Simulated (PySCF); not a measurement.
# SiH2Br2 (dibromosilane) at 6 levels

We compute a comparison of 6 runs (B3LYP/def2-SVP, BHLYP/def2-SVP, SVWN5/def2-SVP, r2SCAN/def2-SVP, revPBE/def2-SVP, CCSD(T)/def2-SVP) of SiH2Br2 (dibromosilane). Input form: a Python script.

The calculation is run with PySCF 2.14.0.

2 further runs of the same task are left out: 2 set aside as unsound or not needed.

### Step 1. The molecule

SiH2Br2: 5 atoms, total charge 0, spin state singlet. As SMILES, `Br[SiH2]Br`. The coordinates come from a PBE0-D4/def2-TZVP relaxation.

Bond lengths: Br1–Si2 2.207 Å, Si2–Br3 2.207 Å, Si2–H4 1.476 Å, Si2–H5 1.476 Å. Angles: Br1–Si2–Br3 110.8°, Br1–Si2–H4 108.4°, Br1–Si2–H5 108.4°, Br3–Si2–H4 108.4°, Br3–Si2–H5 108.4°, H4–Si2–H5 112.5°.

### Step 2. A single-point energy at B3LYP/def2-SVP (run 1)

Contents of job.py:

```python
from pyscf import gto, dft

mol = gto.M(
    atom='''
Br  -1.672690  -1.239290   0.362310
Si   0.158230  -0.046290   0.054680
Br  -0.295570   1.814160  -1.042010
H    1.103430  -0.843230  -0.751710
H    0.706590   0.314640   1.376730
''',
    max_memory=1860,
    verbose=3,
    basis='def2-svp',
)

mf = dft.RKS(mol, xc='b3lyp')
mf.grids.level = 5
mf.conv_tol = 1e-10
mf.kernel()
if not mf.converged:
    mf = mf.newton().run(mf.mo_coeff, mf.mo_occ)

e_final = mf.e_tot
print('Final energy', e_final)
```

The run is started by

```sh
$ OMP_NUM_THREADS=1 python job.py
```

Output:

```text
converged SCF energy = -5438.44753881831
Final energy -5438.447538818315
```

Wall time 16 s (1 thread of Arm Neoverse V1, shared host); peak memory 0.49 GiB.

### Step 3. The energy at BHLYP/def2-SVP (run 2)

Contents of job.py:

```python
from pyscf import gto, dft

molecule = gto.M(
    atom='''
Br    -3.160926    -2.341919     0.684667
Si     0.299011    -0.087475     0.103330
Br    -0.558546     3.428266    -1.969114
H      2.085180    -1.593474    -1.420526
H      1.335262     0.594583     2.601643
''',
    unit='bohr',
    charge=0,
    verbose=3,
    max_memory=1860,
    basis='def2-svp',
    spin=0,
)

mf = dft.RKS(molecule)
mf.xc = 'bhandhlyp'
mf.grids.level = 5
mf.conv_tol = 1e-10
mf.kernel()
if not mf.converged:
    mf = mf.newton().run(mf.mo_coeff, mf.mo_occ)

energy = mf.e_tot
print('E(%s) = %.9f' % ('BHLYP', energy))
```

The run is started by

```sh
$ OMP_NUM_THREADS=1 python job.py
```

Output:

```text
converged SCF energy = -5438.35583460951
E(BHLYP) = -5438.355834610
```

Run time: 16 s. Hardware: 1 thread of Arm Neoverse V1, shared host; peak memory 0.49 GiB.

Runs 3 to 5 aren't shown in full; the table further down has their settings and results.

### Step 4. A single-point energy at CCSD(T)/def2-SVP (run 6)

Contents of run.py:

```python
from pyscf import gto, scf, cc

mol = gto.Mole()
mol.atom = '''
Br  -1.672690  -1.239290   0.362310
Si   0.158230  -0.046290   0.054680
Br  -0.295570   1.814160  -1.042010
H    1.103430  -0.843230  -0.751710
H    0.706590   0.314640   1.376730
'''
mol.verbose = 3
mol.basis = 'def2-svp'
mol.max_memory = 1860
mol.spin = 0
mol.build()

hf = scf.RHF(mol)
hf.conv_tol = 1e-10
hf.kernel()
if not hf.converged:
    hf = hf.newton().run(hf.mo_coeff, hf.mo_occ)

mycc = cc.CCSD(hf, frozen=23)
mycc.kernel()
e_t = mycc.ccsd_t()
e_final = mycc.e_tot + e_t
print('Final energy', e_final)
```

The run is started by

```sh
$ OMP_NUM_THREADS=1 python run.py
```

Output:

```text
converged SCF energy = -5434.29959559037
E(CCSD) = -5434.874784019979  E_corr = -0.5751884296114292
CCSD(T) correction = -0.012715109030015
Final energy -5434.8874991290095
```

It took 42 s on 1 thread of Arm Neoverse V1, shared host; peak memory 0.41 GiB.

### Step 5. All runs side by side

| run | level | integration grid | frozen core orbitals | energy (Eh) | dipole moment (D) of the reference | HOMO energy (eV) | LUMO energy (eV) | wall time |
| --- | --- | --- | --- | --- | --- | --- | --- | --- |
| 1 | B3LYP/def2-SVP | 5 | – | -5438.447539 | 1.13 | -8.20 | -0.49 | 16 s |
| 2 | BHLYP/def2-SVP | 5 | – | -5438.355835 | 1.28 | -9.61 | 0.76 | 16 s |
| 3 | SVWN5/def2-SVP | 5 | – | -5430.103613 | 1.09 | -7.26 | -1.46 | 8.7 s |
| 4 | r2SCAN/def2-SVP | 5 | – | -5438.334738 | 1.17 | -7.60 | -1.00 | 27 s |
| 5 | revPBE/def2-SVP | 5 | – | -5437.868943 | 1.03 | -7.17 | -1.14 | 15 s |
| 6 | CCSD(T)/def2-SVP | – | 23 | -5434.887499 | 1.46 | -11.46 | 3.40 | 42 s |

### Step 6. Outcome

```
                                           quantity           value
                                run 6: total energy  -5434.88750 Eh
        run 6: dipole moment (Hartree–Fock density)          1.46 D
         run 6: HOMO energy (Hartree–Fock orbitals)       -11.46 eV
         run 6: LUMO energy (Hartree–Fock orbitals)         3.40 eV
       run 6: HOMO–LUMO gap (Hartree–Fock orbitals)        14.87 eV
run 6: correlation energy (23 core orbitals frozen)      -587.9 mEh
                              run 6: (T) correction      -12.72 mEh
                               run 6: T1 diagnostic           0.006
```

In words: Over runs 1, 2, 3, 4, 5 the dipole moment (its size) runs from 1.03 D (revPBE/def2-SVP) to 1.28 D (BHLYP/def2-SVP). Over runs 1, 2, 3, 4, 5 the HOMO–LUMO gap runs from 5.80 eV (SVWN5/def2-SVP) to 10.37 eV (BHLYP/def2-SVP). Totals of different functionals can't be ranked against each other. All runs together took 2.1 min, the longest 42 s.
